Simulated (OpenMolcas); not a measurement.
# Eu⁴⁺: RASSCF and RASPT2 terms and fine-structure levels

Aim: the low terms and levels of Eu⁴⁺, with their order and spacing, then second-order correlation.

Method: state-averaged RASSCF and RASPT2, spin-orbit coupling by RASSI with atomic mean-field integrals. Code: OpenMolcas 26.06.

## 1. The system

| Quantity | Value |
| --- | --- |
| Species | Eu⁴⁺ (europium, Z = 63, 59 electrons) |
| Basis | ANO-RCC-VTZP [8s7p5d3f2g1h], 104 functions |
| Scalar Hamiltonian | DKH2, point nucleus |
| Inactive shells | 1s 2s 2p 3s 3p 3d 4s 4p 4d 5s 5p |
| Active space | 5 electrons in 14 orbitals (RAS2 4f; RAS3 5f, at most 2 electrons) |
| Some configurations of this space | 4f⁵ |
| Orbitals | optimised for the highest spin of each parity, averaged over all roots |

The outer shells:

4f5
```
4f [↑ ][↑ ][↑ ][↑ ][↑ ][  ][  ]
```

The work runs as a chain of OpenMolcas steps in one folder; each step below is one input file. Labels, J, g values, rates, χT and fits are worked out afterwards by a script from the matrices that RASSI stores.

## 2. GATEWAY and SEWARD: basis and integrals

Input file a.inp:

```
&GATEWAY
Coord
1

Eu 0.0 0.0 0.0
Basis=ANO-RCC-VTZP
Group=XYZ
NoMove
AngMom=0.0 0.0 0.0
AMFI
&SEWARD
```

On the command line:

```sh
> OMP_NUM_THREADS=1 MOLCAS_MEM=2816 MOLCAS_PROJECT=a pymolcas a.inp > a.log
```

The program printed:

```text
Basis set label: EU.ANO-RCC...8S7P5D3F2G1H.

      Electronic valence basis set:
      ------------------
      Associated Effective Charge  63.000000 au
      Associated Actual Charge     63.000000 au
      Nuclear Model: Point charge

      Shell  nPrim  nBasis  Cartesian Spherical Contaminant
         s      25       8        X
         p      22       7        X
         d      15       5                 X
         f      11       3                 X
         g       4       2                 X
         h       2       1                 X
                  Relativistic Douglas-Kroll-Hess integrals:
                    - DKH order of Hamiltonian: 2
                    - DKH order of Properties : 0
                  Atomic mean-field integrals
```

## 3. Start orbitals from a smaller active space

Input file a.inp:

```
&RASSCF
FileOrb=start.orb
Symmetry=2
Spin=6
nActEl=5 0 0
Inactive=15 12
Ras2=0 7
CIRoot=21 21 1
SDav=21
CIMx=300
Iter=120 100
PrWF=0.3
OrbListing=Nothing
MaxOrb=0
Atom
>>> COPY $Project.JobIph JOBPRE
```

Its output is not shown; its orbitals start the next step.

## 4. Reference wave functions, sextets of odd parity, 18 roots

Input file a.inp:

```
&RASSCF
FileOrb=start.orb
Symmetry=2
Spin=6
nActEl=5 0 2
Inactive=15 12
Ras2=0 7
Ras3=0 7
CIRoot=18 18 1
SDav=1001
CIMx=300
Iter=120 100
PrWF=0.3
OrbListing=Nothing
MaxOrb=0
Thrs=2.0e-7 1.0e-1 5.0e-4
Atom
LevShft=4.0
>>> COPY $Project.JobIph JOB001
```

The program printed, cut to the lines that bear on the results:

```text
[...]
      Number of active orbitals                 14
[...]
      Spin quantum number                      2.5
[...]
      Active orbitals                            0  14
[...]
      Number of CSFs                          1001
      Number of root(s) required                18
[...]
      Convergence after 46 iterations
[...]
      Natural orbitals and occupation numbers for root  1
      sym 2:   0.961504   0.385989   0.961583   0.386035   0.649142   0.649208   0.998221   0.001663   0.000642   0.000596
               0.001617   0.001069   0.001014   0.001718
      Natural orbitals and occupation numbers for root  2
      sym 2:   0.998193   0.468479   0.996227   0.532080   0.532049   0.468523   0.996181   0.001746   0.000697   0.000743
               0.001700   0.000847   0.000814   0.001719
      Natural orbitals and occupation numbers for root  3
      sym 2:   0.416025   0.415975   0.980843   0.980892   0.998232   0.599831   0.599887   0.000642   0.000685   0.001644
               0.001683   0.001723   0.000992   0.000947
::    RASSCF root number  1 Total energy: -10832.05132835
::    RASSCF root number  2 Total energy: -10832.05132835
[...]
::    RASSCF root number 15 Total energy: -10832.01810347
::    RASSCF root number 16 Total energy: -10832.01810347
::    RASSCF root number 17 Total energy: -10832.01810347
::    RASSCF root number 18 Total energy: -10832.01810347
```

## 5. Reference wave functions, quartets of odd parity, 62 roots

Input file a.inp:

```
&RASSCF
FileOrb=start.orb
Symmetry=2
Spin=4
nActEl=5 0 2
Inactive=15 12
Ras2=0 7
Ras3=0 7
CIRoot=62 62 1
SDav=500
CIMx=300
Iter=120 100
PrWF=0.3
OrbListing=Nothing
MaxOrb=0
Thrs=2.0e-7 1.0e-1 5.0e-4
Atom
CIOnly
>>> COPY $Project.JobIph JOB002
```

The program printed, cut to the lines that bear on the results:

```text
[...]
      Number of active orbitals                 14
[...]
      Spin quantum number                      1.5
[...]
      Active orbitals                            0  14
[...]
      Number of CSFs                          6006
      Number of root(s) required                62
[...]
      Natural orbitals and occupation numbers for root  1
      sym 2:   0.604900   0.887869   0.766613   0.673371   0.831499   0.577920   0.648594   0.001184   0.001571   0.001042
               0.001417   0.001692   0.001101   0.001230
      Natural orbitals and occupation numbers for root  2
      sym 2:   0.624354   0.850111   0.793107   0.641931   0.925560   0.562118   0.593604   0.001074   0.001608   0.001139
               0.001470   0.001788   0.001015   0.001121
      Natural orbitals and occupation numbers for root  3
      sym 2:   0.579456   0.871895   0.769135   0.637823   0.919167   0.617652   0.595651   0.001074   0.001656   0.001137
               0.001413   0.001769   0.001104   0.001066
::    RASSCF root number  1 Total energy: -10831.94221177
::    RASSCF root number  2 Total energy: -10831.94221177
[...]
::    RASSCF root number 27 Total energy: -10831.94059034
::    RASSCF root number 28 Total energy: -10831.94059034
::    RASSCF root number 29 Total energy: -10831.94059034
::    RASSCF root number 30 Total energy: -10831.94059034
```

CIOnly: the orbitals of an earlier block are kept, and only the CI is solved.

## 6. State interaction with spin-orbit coupling

Input file a.inp:

```
&RASSI
NrOfJobIphs=2 18 48
1 2 3 4 5 6 7 8 9 10 11 12 13 14 15 16 17 18
1 2 3 4 5 6 7 8 9 10 11 12 13 14 15 16 17 18 19 20 21 22 23 24 25 26 27
28 29 30 31 32 33 34 35 36 37 38 39 40 41 42 43 44 45 46 47 48
IphNames
JOB001
JOB002
EJob
SpinOrbit
DIPRint=1.0
SOCoupling=1000.0
Subsets=2
MEES
Property=10
'ANGMOM' 1 'ANGMOM' 2 'ANGMOM' 3 'MLTPL  1' 1 'MLTPL  1' 2 'MLTPL  1' 3
'AMFI' 1 'AMFI' 2 'AMFI' 3 'MLTPL  2' 6
SOProperty=3
'ANGMOM' 1 'ANGMOM' 2 'ANGMOM' 3
```

The program printed, cut to the lines that bear on the results:

```text
SPIN-FREE ENERGIES:
  (Shifted by EMIN (a.u.) =     -10832.0513283458)
 SF State       Relative EMIN(au)   Rel lowest level(eV)    D:o, cm**(-1)      L_eff
     1             0.0000000000        0.0000000000              0.0000         5.0
     2             0.0000000000        0.0000000000              0.0000         5.0
     3             0.0000000000        0.0000000000              0.0000         5.0
     4             0.0000000000        0.0000000000              0.0000         5.0
     5             0.0000000000        0.0000000000              0.0000         5.0
     6             0.0000000000        0.0000000000              0.0000         5.0
     7             0.0000000000        0.0000000000              0.0000         5.0
     8             0.0000000005        0.0000000148              0.0001         5.0
     9             0.0000000005        0.0000000148              0.0001         5.0
    10             0.0000000005        0.0000000148              0.0001         5.0
[...]
Eigenvalues of complex Hamiltonian:
   -----------------------------------
  (Shifted by EMIN (a.u.) =     -10832.0513283458)
 SO State       Relative EMIN(au)   Rel lowest level(eV)    D:o, cm**(-1)     J-value
     1            -0.0258397723        0.0000000000              0.0000         2.0
     2            -0.0258397723        0.0000000000              0.0000         2.0
     3            -0.0258397687        0.0000000969              0.0008         1.9
     4            -0.0258397687        0.0000000969              0.0008         1.9
     5            -0.0258397595        0.0000003494              0.0028         2.0
     6            -0.0258397595        0.0000003494              0.0028         2.0
     7            -0.0195412247        0.1713922116           1382.3714         2.5
     8            -0.0195412247        0.1713922116           1382.3714         2.5
     9            -0.0195412199        0.1713923429           1382.3725         2.7
    10            -0.0195412199        0.1713923429           1382.3725         2.7
    11            -0.0195412173        0.1713924120           1382.3730         2.8
[...]
```

Time for these steps: 6 min (1 thread of Intel Xeon 6975P-C (Granite Rapids), shared host).

The roots that group into whole terms:

| configuration | term | E (cm⁻¹) |
| --- | --- | --- |
| 4f⁵ | ⁶H° | 0.0 |
| 4f⁵ | ⁶F° | 7292 |

Fine-structure levels, from the RASSI matrices grouped by J:

```json
{"Configuration": "4f⁵", "Term": "⁶H°", "J": "5/2", "E (cm⁻¹)": "0.0", "g": "0.294", "Leading %": "97", "Second": "3 ⁴G°"}
{"Configuration": "4f⁵", "Term": "⁶H°", "J": "7/2", "E (cm⁻¹)": "1382", "g": "0.829", "Leading %": "98", "Second": "2 ⁴G°"}
{"Configuration": "4f⁵", "Term": "⁶H°", "J": "9/2", "E (cm⁻¹)": "3037", "g": "1.071", "Leading %": "98", "Second": ""}
{"Configuration": "4f⁵", "Term": "⁶H°", "J": "11/2", "E (cm⁻¹)": "4868", "g": "1.202", "Leading %": "99", "Second": ""}
{"Configuration": "4f⁵", "Term": "⁶H°", "J": "13/2", "E (cm⁻¹)": "6774", "g": "1.279", "Leading %": "98", "Second": "2 ⁴I°"}
{"Configuration": "4f⁵", "Term": "⁶H°", "J": "15/2", "E (cm⁻¹)": "8669", "g": "1.329", "Leading %": "96", "Second": "4 ⁴I°"}
{"Configuration": "4f⁵", "Term": "⁶F°", "J": "1/2", "E (cm⁻¹)": "9762", "g": "-0.671", "Leading %": "100", "Second": ""}
{"Configuration": "4f⁵", "Term": "⁶F°", "J": "3/2", "E (cm⁻¹)": "9980", "g": "1.055", "Leading %": "98", "Second": ""}
{"Configuration": "4f⁵", "Term": "⁶F°", "J": "5/2", "E (cm⁻¹)": "10510", "g": "1.305", "Leading %": "97", "Second": "3 ⁴F°"}
{"Configuration": "4f⁵", "Term": "⁶F°", "J": "7/2", "E (cm⁻¹)": "11508", "g": "1.391", "Leading %": "96", "Second": "4 ⁴F°"}
{"Configuration": "4f⁵", "Term": "⁶F°", "J": "9/2", "E (cm⁻¹)": "13099", "g": "1.433", "Leading %": "98", "Second": "2 ⁴F°"}
{"Configuration": "4f⁵", "Term": "⁶F°", "J": "11/2", "E (cm⁻¹)": "15359", "g": "1.456", "Leading %": "100", "Second": ""}
```

The table of levels holds 12 of 28 computed; the rest, higher up, is left out.

Orbitals of the lowest block:

| shell | space | energy (hartree) | mean occupation | ⟨r²⟩ (bohr²) |
| --- | --- | --- | --- | --- |
| 1s | inactive | -1791.6175 | 2.000 | 0.000645 |
| 2s | inactive | -300.3693 | 2.000 | 0.0106 |
| 2p | inactive | -268.1872 | 6.000 | 0.00853 |
| 3s | inactive | -69.5686 | 2.000 | 0.0706 |
| 3p | inactive | -59.2785 | 6.000 | 0.0707 |
| 3d | inactive | -45.2392 | 10.000 | 0.0598 |
| 4s | inactive | -16.2567 | 2.000 | 0.359 |
| 4p | inactive | -12.7413 | 6.000 | 0.403 |
| 4d | inactive | -7.6521 | 10.000 | 0.489 |
| 4f | RAS2 |  | 4.989 | 0.786 |
| 5s | inactive | -3.6973 | 2.000 | 2.01 |
| 5p | inactive | -2.6760 | 6.000 | 2.55 |
| 5f | RAS3 |  | 0.011 | 2.80 |

## 7. CASPT2: IPEA 0.25, imaginary shift 0.1 (closed shells correlated: 5s 5p)

Input file a.inp:

```
>>> COPY JOB001 $Project.JobIph
&CASPT2
Multistate=6 1 2 3 12 13 14
NoMult
Frozen=14 9
IPEA=0.25
Imaginary=0.1
MaxIter=60
WThr=0.0 0.3 0.05
PrWF=0.5
NoMix
>>> COPY JOB002 $Project.JobIph
&CASPT2
Multistate=12 1 2 3 14 15 16 21 22 23 40 41 42
NoMult
Frozen=14 9
IPEA=0.25
Imaginary=0.1
MaxIter=60
WThr=0.0 0.3 0.05
PrWF=0.5
NoMix
```

On the command line:

```sh
> OMP_NUM_THREADS=1 MOLCAS_MEM=2816 MOLCAS_PROJECT=a pymolcas a.inp > a.log
```

The program printed, cut to the lines that bear on the results:

```text
[...]
      Active orbitals                            0  14
[...]
      E2 (Variational):          -0.3446324503
      Total energy:          -10832.3959607960
[...]
::    CASPT2 Root  1     Total energy: -10832.39596080
::    CASPT2 Root  2     Total energy: -10832.39594177
[...]
::    CASPT2 Root 23     Total energy: -10832.28136359
::    CASPT2 Root 40     Total energy: -10832.28759366
::    CASPT2 Root 41     Total energy: -10832.28759664
::    CASPT2 Root 42     Total energy: -10832.28758545
```

Time for this run: 25 min (1 thread of Intel Xeon 6975P-C (Granite Rapids), shared host).

SS-RASPT2: lowest energy less the reference's lowest, -0.3446 hartree; reference weights 0.938 to 0.940.

Spin-free terms, from the roots grouped by L:

| configuration | term | E (cm⁻¹) | spread (cm-1) |
| --- | --- | --- | --- |
| 4f⁵ | ⁶H° | 0.0 | 11 |
| 4f⁵ | ⁶F° | 6110 | 19 |

Levels with spin-orbit coupling, from the RASSI matrix with the averaged CASPT2 term energies on its diagonal:

| Configuration | Term | J | E (cm⁻¹) | Leading % |
| --- | --- | --- | --- | --- |
| 4f⁵ | ⁶H° | 5/2 | 0.0 | 96 |
| 4f⁵ | ⁶H° | 7/2 | 1399 | 97 |
| 4f⁵ | ⁶H° | 9/2 | 3070 | 98 |
| 4f⁵ | ⁶H° | 11/2 | 4910 | 99 |
| 4f⁵ | ⁶H° | 13/2 | 6810 | 98 |
| 4f⁵ | ⁶F° | 1/2 | 8640 | 100 |
| 4f⁵ | ⁶H° | 15/2 | 8700 | 96 |
| 4f⁵ | ⁶F° | 3/2 | 8850 | 98 |
| 4f⁵ | ⁶F° | 5/2 | 9380 | 97 |
| 4f⁵ | ⁶F° | 7/2 | 10380 | 96 |
| 4f⁵ | ⁶F° | 9/2 | 11970 | 97 |
| 4f⁵ | ⁶F° | 11/2 | 14240 | 100 |

The strongest lines between these levels (SS-RASPT2 energies, vacuum wavelengths; moments from the reference wave functions; branching within the model space):

| upper | lower | type | λ (nm) | A (s-1) | branching % |
| --- | --- | --- | --- | --- | --- |
| 4f⁵ ⁶F°_5/2 | 4f⁵ ⁶H°_5/2 | M1 | 1066 | 2.15e-02 | 60.0 |
| 4f⁵ ⁶F°_7/2 | 4f⁵ ⁶H°_7/2 | M1 | 1114 | 1.71e-02 | 15.8 |
| 4f⁵ ⁶F°_3/2 | 4f⁵ ⁶H°_5/2 | M1 | 1130 | 6.64e-03 | 83.0 |
| 4f⁵ ⁶F°_3/2 | 4f⁵ ⁶H°_5/2 | E2 | 1130 | 2.97e-04 | 3.7 |
| 4f⁵ ⁶F°_1/2 | 4f⁵ ⁶H°_5/2 | E2 | 1158 | 7.07e-04 | 100.0 |
| 4f⁵ ⁶F°_7/2 | 4f⁵ ⁶H°_9/2 | M1 | 1369 | 4.35e-03 | 4.0 |
| 4f⁵ ⁶F°_11/2 | 4f⁵ ⁶F°_9/2 | M1 | 4414 | 4.19e-01 | 99.7 |
| 4f⁵ ⁶H°_13/2 | 4f⁵ ⁶H°_11/2 | M1 | 5250 | 5.48e-01 | 100.0 |
| 4f⁵ ⁶H°_15/2 | 4f⁵ ⁶H°_13/2 | M1 | 5315 | 2.97e-01 | 100.0 |
| 4f⁵ ⁶H°_11/2 | 4f⁵ ⁶H°_9/2 | M1 | 5434 | 6.35e-01 | 100.0 |
| 4f⁵ ⁶H°_9/2 | 4f⁵ ⁶H°_7/2 | M1 | 5986 | 5.02e-01 | 100.0 |
| 4f⁵ ⁶F°_9/2 | 4f⁵ ⁶F°_7/2 | M1 | 6274 | 2.62e-01 | 96.1 |
| 4f⁵ ⁶H°_7/2 | 4f⁵ ⁶H°_5/2 | M1 | 7149 | 2.34e-01 | 100.0 |
| 4f⁵ ⁶F°_7/2 | 4f⁵ ⁶F°_5/2 | M1 | 10020 | 8.48e-02 | 78.3 |
| 4f⁵ ⁶F°_5/2 | 4f⁵ ⁶F°_3/2 | M1 | 19000 | 1.39e-02 | 39.0 |
| 4f⁵ ⁶F°_3/2 | 4f⁵ ⁶F°_1/2 | M1 | 46960 | 8.56e-04 | 10.7 |

## 8. Levels by method

A. RASSCF
B. SS-RASPT2, IPEA 0.25, imaginary shift 0.1 (closed shells correlated: 5s 5p)

Energies in cm⁻¹ above each method's lowest level.

| level | A | B |
| --- | --- | --- |
| 4f⁵ ⁶H°_5/2 | 0.0 | 0.0 |
| 4f⁵ ⁶H°_7/2 | 1382 | 1399 |
| 4f⁵ ⁶H°_9/2 | 3037 | 3070 |
| 4f⁵ ⁶H°_11/2 | 4868 | 4910 |
| 4f⁵ ⁶H°_13/2 | 6774 | 6810 |
| 4f⁵ ⁶H°_15/2 | 8669 | 8700 |
| 4f⁵ ⁶F°_1/2 | 9762 | 8640 |
| 4f⁵ ⁶F°_3/2 | 9980 | 8850 |
| 4f⁵ ⁶F°_5/2 | 10510 | 9380 |
| 4f⁵ ⁶F°_7/2 | 11508 | 10380 |
| 4f⁵ ⁶F°_9/2 | 13099 | 11970 |
| 4f⁵ ⁶F°_11/2 | 15359 | 14240 |

## 9. Results

| quantity | value |
| --- | --- |
| method | SS-RASPT2, IPEA 0.25, imaginary shift 0.1 (closed shells correlated: 5s 5p) |
| lowest level | 4f⁵ ⁶H°_5/2, 96 % of that term, g = 0.295 |
| ground level listed by NIST | 6H°5/2 |
| first excited level | 4f⁵ ⁶H°_7/2 at 1399 cm⁻¹ |
| lowest level of another term | 4f⁵ ⁶F°_1/2 at 8640 cm⁻¹ |
| spin-orbit lowering of the lowest level | 5725 cm⁻¹ |
| strongest of the lines computed, by gA (one parity, so forbidden lines), at SS-RASPT2 energies | 4f⁵ ⁶H°_13/2 → 4f⁵ ⁶H°_11/2, 5250 nm, A = 5.48e-01 s⁻¹ |

What each method costs and misses:

| method | time of its own steps | time with the reference | mean absolute difference from method B (cm-1) |
| --- | --- | --- | --- |
| A. RASSCF | 6 min | 6 min | 580 |
| B. SS-RASPT2, IPEA 0.25, imaginary shift 0.1, +5s 5p | 25 min | 31 min | 0 |

Times are of one thread on a shared host.

In words: The multiplet ⁶H° is regular; its intervals divided by the larger J differ by 45 % of their mean, where Landé's rule for pure LS coupling makes them equal. Second-order correlation (method B) scales the levels of the lowest configuration above 5000 cm⁻¹ by 0.88 to 1.01. Only the configurations of the active space and the roots asked for are present. The quartets rest on orbitals optimised for another spin in at least one step, which raises them against the optimised states. Not all states of the active space went into the spin-orbit step. CASPT2 does not keep the components of a term degenerate, and the means are used. Each term energy is a mean over a sample of its components. High states of lower spin are left out of the spin-orbit mixing. The levels of the extra active shells were not computed. Levels of other configurations are missing from the list.
